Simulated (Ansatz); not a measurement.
# LiPb: the cost of one run

Program: Ansatz 0.2.0. Level of theory: DFT PBEsol, scalar-relativistic, plane waves, PAW. These are calculated values, not measurements.

## 1. The structure to begin with

Symmetry: R-3m, No. 166, trigonal system. The conventional cell has a = 4.987 Å, b = 4.987 Å, c = 6.188 Å, α = 90.00°, β = 90.00°, γ = 120.00°. Li (site symmetry -3m) is surrounded by 8 Pb at 3.06 to 3.09 Å. Around Pb (site symmetry -3m) lie 8 Li at 3.06 to 3.09 Å.

Coordinates:

```cif
data_structure
_symmetry_space_group_name_H-M 'R-3m:H'
_symmetry_Int_Tables_number 166
_cell_length_a 4.9870
_cell_length_b 4.9870
_cell_length_c 6.1880
_cell_angle_alpha 90.000
_cell_angle_beta 90.000
_cell_angle_gamma 120.000
_cell_volume 133.28
loop_
_atom_site_label
_atom_site_type_symbol
_atom_site_symmetry_multiplicity
_atom_site_Wyckoff_symbol
_atom_site_fract_x
_atom_site_fract_y
_atom_site_fract_z
_atom_site_occupancy
Li1 Li 3 b 0.33333 0.66667 0.16667 1
Pb1 Pb 3 a 0.00000 0.00000 0.00000 1
```

No relaxation comes first: the listed cell is the starting point.

## 2. The scan: biaxial against axial strain

The cell is strained by p along both x and y and by q along z, with fractional coordinates fixed.

## 3. Point p = -0.050, q = -0.050

Input file input.yaml:

```yaml
crystal:
  lattice:
    - [2.3688252697, 1.3676419071, 1.9595365]
    - [-2.3688252697, 1.3676419071, 1.9595365]
    - [0.0, -2.7352838143, 1.9595365]
  atoms:
    - { symbol: Li, position: [0.5, 0.5, 0.5] }
    - { symbol: Pb, position: [0.0, 0.0, 0.0] }
basis:
  ecutwfc: 420
kpoints:
  mp_grid: { grid: [15, 15, 15] }
hamiltonian:
  xc: pbesol
scf:
  occupations: { method: gaussian, width: 0.15 }
output:
  forces: true
  stress: true
  eigenvalues: true
```

**Question.** How long does this run take on 1 thread of an x86-64 CPU, shared host, and how much memory does it need?

About 3.8 s, with a peak of 0.49 GiB.
